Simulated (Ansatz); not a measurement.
# CH₈GaNSi: taking an electron away

An exercise on one series of results from a longer session: the logs are not shown, and one member is left open.

The runs use Ansatz 0.2.0, Gaussian basis; unrestricted cation, the program's frozen cores in correlated methods.

The runs, in order: UKS PBE-D4/def2-TZVPP; UKS r2SCAN-D4/def2-TZVPP; UKS PBE0-D4/def2-TZVPP; UKS B3LYP-D4/def2-TZVPP; UKS wB97X-V/def2-TZVPP; UKS wB97M-V/def2-TZVPP; UKS B2PLYP/def2-TZVPP; UHF-CCSD(T)/def2-TZVPP; UHF-MP2/def2-QZVPP; extrapolation to the limit; then −ε(HOMO) from the neutral's earlier runs with LDA (SPW92), PBE-D4, revPBE-D4, BLYP-D4, r2SCAN-D4, B97M-V, PBE0-D4, B3LYP-D4, r2SCANh-D4, r2SCAN0-D4, HSE06-D4, BHLYP-D4, CAM-B3LYP-D4, LC-ωPBE, ωB97X-V, ωB97M-V.

## Structure used throughout

All runs share one geometry, relaxed beforehand with PBE0-D4 in a triple-zeta def2 set.

SMILES `CN[SiH2][GaH2]`, 12 atoms, charge 0, spin multiplicity 1.

Atoms are counted from 1 here; the program's logs count them from 0.

Bond lengths: C1–N2 1.448 Å, C1–H5 1.094 Å, C1–H6 1.099 Å, C1–H7 1.093 Å, N2–Si3 1.723 Å, N2–H8 1.007 Å, Si3–Ga4 2.409 Å, Si3–H9 1.504 Å, Si3–H10 1.493 Å, Ga4–H11 1.574 Å, Ga4–H12 1.578 Å. Angles: N2–C1–H5 110.9°, N2–C1–H6 113.7°, N2–C1–H7 109.4°, H5–C1–H6 108.1°, H5–C1–H7 107.1°, H6–C1–H7 107.4°, C1–N2–Si3 123.1°, C1–N2–H8 113.6°, Si3–N2–H8 117.4°, N2–Si3–Ga4 109.0°, N2–Si3–H9 114.4°, N2–Si3–H10 107.8°, Ga4–Si3–H9 109.2°, Ga4–Si3–H10 112.0°, H9–Si3–H10 104.5°, Si3–Ga4–H11 122.1°, Si3–Ga4–H12 120.7°, H11–Ga4–H12 117.2°.

Coordinates:

```xyz
12
CH8GaNSi
C    -0.73698    1.95356    0.38141
N    -0.62349    0.51591    0.25540
Si    0.80710   -0.27099   -0.29636
Ga    0.47040   -2.65520   -0.21850
H    -1.51627    2.22142    1.10067
H    -0.95785    2.46338   -0.56629
H     0.20416    2.36101    0.76035
H    -1.50277    0.05606    0.08185
H     1.23561    0.12192   -1.68310
H     1.93427    0.16490    0.58066
H     1.66662   -3.67290   -0.31674
H    -0.98081   -3.25909   -0.07935
```

The first run:

File in.yaml:

```yaml
crystal:
  periodic: [false, false, false]
  atoms:
    - {symbol: C, position_ang: [-0.736983, 1.953563, 0.381411]}
    - {symbol: N, position_ang: [-0.623487, 0.515911, 0.255398]}
    - {symbol: Si, position_ang: [0.807100, -0.270987, -0.296359]}
    - {symbol: Ga, position_ang: [0.470402, -2.655201, -0.218499]}
    - {symbol: H, position_ang: [-1.516270, 2.221417, 1.100665]}
    - {symbol: H, position_ang: [-0.957853, 2.463378, -0.566295]}
    - {symbol: H, position_ang: [0.204156, 2.361014, 0.760347]}
    - {symbol: H, position_ang: [-1.502767, 0.056057, 0.081847]}
    - {symbol: H, position_ang: [1.235607, 0.121924, -1.683099]}
    - {symbol: H, position_ang: [1.934274, 0.164901, 0.580656]}
    - {symbol: H, position_ang: [1.666624, -3.672898, -0.316738]}
    - {symbol: H, position_ang: [-0.980813, -3.259086, -0.079346]}
basis:
  gaussian: {orbitals: def2-TZVPP}
total_charge: 1
magnetization: {spin_polarized: true, initial_magnetization: 1}
hamiltonian: {xc: pbe, dispersion: d4}
```

Run with:

```bash
$ ansatz run in.yaml --threads 2 --pin off --events-out ev --progress --plain --max-ram 32768MiB --backend cpu
```

Among the steps run: Cation, UKS PBE-D4/def2-TZVPP; Cation, UKS r2SCAN-D4/def2-TZVPP; Cation, UKS PBE0-D4/def2-TZVPP; Cation, UKS B3LYP-D4/def2-TZVPP; Cation, UKS wB97X-V/def2-TZVPP; Cation, UKS wB97M-V/def2-TZVPP; Cation, UKS B2PLYP (frozen core)/def2-TZVPP; Cation, UHF-CCSD(T)/def2-TZVPP; Cation, UHF-MP2/def2-QZVPP.

One of the session's tables, all rows but one given; the rest of the session is left out.

For comparison, −ε(HOMO) of the neutral from earlier runs:

```
  functional  −ε(HOMO) (eV)
 LDA (SPW92)           5.50
      PBE-D4              ?
   revPBE-D4           5.37
     BLYP-D4           5.31
   r2SCAN-D4           5.67
      B97M-V           5.84
     PBE0-D4           6.73
    B3LYP-D4           6.52
  r2SCANh-D4           6.17
  r2SCAN0-D4           6.91
    HSE06-D4           6.32
    BHLYP-D4           7.96
CAM-B3LYP-D4           8.10
     LC-ωPBE           9.43
     ωB97X-V           9.11
     ωB97M-V           9.00
```

**Question.** Estimate the row for PBE-D4.

As computed: −ε(HOMO) (eV): 5.41. In the column «−ε(HOMO) (eV)» it lies between revPBE-D4 (5.37) and LDA (SPW92) (5.50).
